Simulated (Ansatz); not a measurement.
# CaPd3O4: the cost of one run

Method: DFT, r2SCAN, no spin polarisation, plane waves, PAW, in Ansatz 0.2.0.

### Step 1. The structure

Symmetry: Pm-3n, No. 223, cubic system. The conventional cell has a = 5.792 Å, b = 5.792 Å, c = 5.792 Å, α = 90.00°, β = 90.00°, γ = 90.00°. Around Ca (site symmetry m-3) lie 8 O at 2.51 Å. Pd (site symmetry -4m2) has 4 O at 2.05 Å as nearest neighbours. O (site symmetry 32) has 3 Pd at 2.05 Å and 2 Ca at 2.51 Å as nearest neighbours.

In its conventional cell, by symmetry (the run takes the cell typed in the input):

```cif
data_structure
_symmetry_space_group_name_H-M 'Pm-3n'
_symmetry_Int_Tables_number 223
_cell_length_a 5.7918
_cell_length_b 5.7918
_cell_length_c 5.7918
_cell_angle_alpha 90.000
_cell_angle_beta 90.000
_cell_angle_gamma 90.000
_cell_volume 194.28
loop_
_atom_site_label
_atom_site_type_symbol
_atom_site_symmetry_multiplicity
_atom_site_Wyckoff_symbol
_atom_site_fract_x
_atom_site_fract_y
_atom_site_fract_z
_atom_site_occupancy
Ca1 Ca 2 a 0.00000 0.00000 0.00000 1
Pd1 Pd 6 c 0.25000 0.00000 0.50000 1
O1 O 8 e 0.25000 0.25000 0.25000 1
```

The run starts from a saved solution of this cell (checkpoint.read), perhaps found on another mesh.

### Step 2. The calculation

input.yaml

```yaml
crystal:
  lattice:
    - [5.79175311, 0.0, 0.0]
    - [0.0, 5.79175311, 0.0]
    - [0.0, 0.0, 5.79175311]
  atoms:
    - { symbol: Ca, position: [0.0, 0.0, 0.0] }
    - { symbol: Ca, position: [0.5, 0.5, 0.5] }
    - { symbol: Pd, position: [0.25, 0.0, 0.5] }
    - { symbol: Pd, position: [0.5, 0.75, 0.0] }
    - { symbol: Pd, position: [0.75, 0.0, 0.5] }
    - { symbol: Pd, position: [0.5, 0.25, 0.0] }
    - { symbol: Pd, position: [0.0, 0.5, 0.75] }
    - { symbol: Pd, position: [0.0, 0.5, 0.25] }
    - { symbol: O, position: [0.25, 0.25, 0.25] }
    - { symbol: O, position: [0.25, 0.75, 0.75] }
    - { symbol: O, position: [0.75, 0.75, 0.25] }
    - { symbol: O, position: [0.75, 0.25, 0.75] }
    - { symbol: O, position: [0.75, 0.75, 0.75] }
    - { symbol: O, position: [0.75, 0.25, 0.25] }
    - { symbol: O, position: [0.25, 0.25, 0.75] }
    - { symbol: O, position: [0.25, 0.75, 0.25] }
  symmetry: { tolerance: 0.0003 }
kpoints:
  mp_grid: { grid: [5, 5, 5], shift: [0, 0, 0] }
magnetization:
  spin_polarized: false
scf:
  occupations: { method: fermi_dirac, width: 0.0136 }
  lower_state_search: "off"
  max_iter: 200
hamiltonian:
  pseudopotentials: { kind: paw }
  xc: r2scan
basis:
  ecutwfc: 500
  fft_grid_basis: typed
output:
  forces: true
  stress: true
  eigenvalues: true
  bader: true
  populations: true
  elf: true
  write_potential: true
  volumetric_format: npy
  dos:
    e_range: [-12, 8]
    de: 0.05
    projected: { site_lists: { Ca: [Ca], O: [O], Pd: [Pd] } }
checkpoint:
  read: saved_state
```

What time and memory should one allow on 1 thread of an x86-64 CPU, shared host?

About 3.2 min, with a peak of 1 GiB.
